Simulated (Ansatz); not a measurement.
# C2H7PSi: rigid torsion scan

Wanted for C2H7PSi: a rigid torsion scan.

All numbers are computed with Ansatz 0.2.0 through its Python package. Level of theory: PBE0/6-31G*.

### Step 1. The system

Bond lengths: C1–C2 1.340 Å, C2–Si3 1.833 Å, Si3–P4 2.218 Å, C1–H5 1.087 Å, C1–H6 1.087 Å, C2–H7 1.085 Å, Si3–H8 1.482 Å, Si3–H9 1.483 Å, P4–H10 1.414 Å, P4–H11 1.414 Å. Angles (14 of 15 angles, heavy atoms first): C1–C2–Si3 126.7°, C2–Si3–P4 107.2°, C1–C2–H7 119.5°, Si3–C2–H7 113.8°, C2–C1–H5 122.6°, C2–C1–H6 120.5°, C2–Si3–H8 110.1°, C2–Si3–H9 110.7°, P4–Si3–H8 109.1°, P4–Si3–H9 109.1°, Si3–P4–H10 97.1°, Si3–P4–H11 97.0°, H5–C1–H6 116.9°, H8–Si3–H9 110.6°.

The script holds or builds the structure itself.

### Step 2. Script

c2h7psi_torsion.py reads:

```python
'''Rigid torsion scan of C2H7PSi.'''

import warnings

import ansatz
from ase import Atoms

warnings.simplefilter('ignore', ansatz.DeckWarning)

atoms = Atoms(['C', 'C', 'Si', 'P', 'H', 'H', 'H', 'H', 'H', 'H', 'H'], positions=[
    (-1.5474, 0.6412, -0.707),
    (-0.9242, 0.2178, 0.4009),
    (0.4013, -1.044, 0.4962),
    (2.2944, -0.054, -0.0988),
    (-1.3115, 0.2556, -1.6957),
    (-2.3256, 1.3975, -0.6477),
    (-1.2025, 0.634, 1.3637),
    (0.5307, -1.5419, 1.8861),
    (0.1267, -2.1645, -0.4355),
    (2.1529, 1.096, 0.711),
    (1.8051, 0.5624, -1.2731),
])

# relax first, so that the scan starts from a minimum
first = (
    ansatz.Crystal.molecule_from_ase(atoms).calculation()
    .basis(gaussian='6-31G*')
    .functional('pbe0')
    .relax(force_tolerance=0.02, max_steps=80)
)
atoms.positions = first.run(threads=1, backend='cpu').report['positions_ang']

start = atoms.get_dihedral(3, 2, 1, 0)
energies = {}
for turn in range(0, 360, 30):
    turned = atoms.copy()
    turned.set_dihedral(3, 2, 1, 0, start + turn, indices=[0, 1, 4, 5, 6])
    job = ansatz.Crystal.molecule_from_ase(turned).calculation().basis(gaussian='6-31G*').functional('pbe0')
    energies[round((start + turn) % 360)] = job.run(threads=1, backend='cpu').report['free_energy_ev']
floor = min(energies.values())
print('dihedral P3-Si2-C1-C0 (deg)   E - E(min) (kcal/mol)')
for angle, e in sorted(energies.items()):
    print(f'{angle:8d} {23.060548 * (e - floor):14.3f}  ' + '#' * int(30 * (e - floor) / max(max(energies.values()) - floor, 1e-9)))
```

### Step 3. What the engine is handed

The package turns the script's settings into the engine's input (first run):

```yaml
crystal:
  periodic: [false, false, false]
  atoms:
    - { symbol: C, position_ang: [-1.5474, 0.6412, -0.707] }
    - { symbol: C, position_ang: [-0.9242, 0.2178, 0.4009] }
    - { symbol: Si, position_ang: [0.4013, -1.044, 0.4962] }
    - { symbol: P, position_ang: [2.2944, -0.054, -0.0988] }
    - { symbol: H, position_ang: [-1.3115, 0.2556, -1.6957] }
    - { symbol: H, position_ang: [-2.3256, 1.3975, -0.6477] }
    - { symbol: H, position_ang: [-1.2025, 0.634, 1.3637] }
    - { symbol: H, position_ang: [0.5307, -1.5419, 1.8861] }
    - { symbol: H, position_ang: [0.1267, -2.1645, -0.4355] }
    - { symbol: H, position_ang: [2.1529, 1.096, 0.711] }
    - { symbol: H, position_ang: [1.8051, 0.5624, -1.2731] }
basis:
  gaussian:
    orbitals: "6-31G*"
hamiltonian:
  xc: pbe0
relax:
  f_tol: 0.02
  max_steps: 80
```

### Step 4. Running it

On the command line:

```
$ python c2h7psi_torsion.py
```

Q: Predict the main results. Wanted: range of energy; lowest point, turn.

The runs gave:

```
              quantity     value
         runs compared        12
       range of energy  0.098 eV
lowest point, turn (°)         0
```

The lowest point lies at a turn of 0°, the highest 0.098 eV (9.4 kJ/mol) above it at 60°. The rest of the molecule is held rigid, so the true barrier is lower. Run 0: After 11 moves the largest shift is 0.864 Å, of atom 5 (H). So large a move can change the bonding: the results belong to the relaxed structure. The scan is rigid, so its barriers lie above those of a relaxed path; they are electronic energies in a modest basis. With rigid groups the curve can differ much from the relaxed barrier, and equivalent turns needn't return to the same energy.
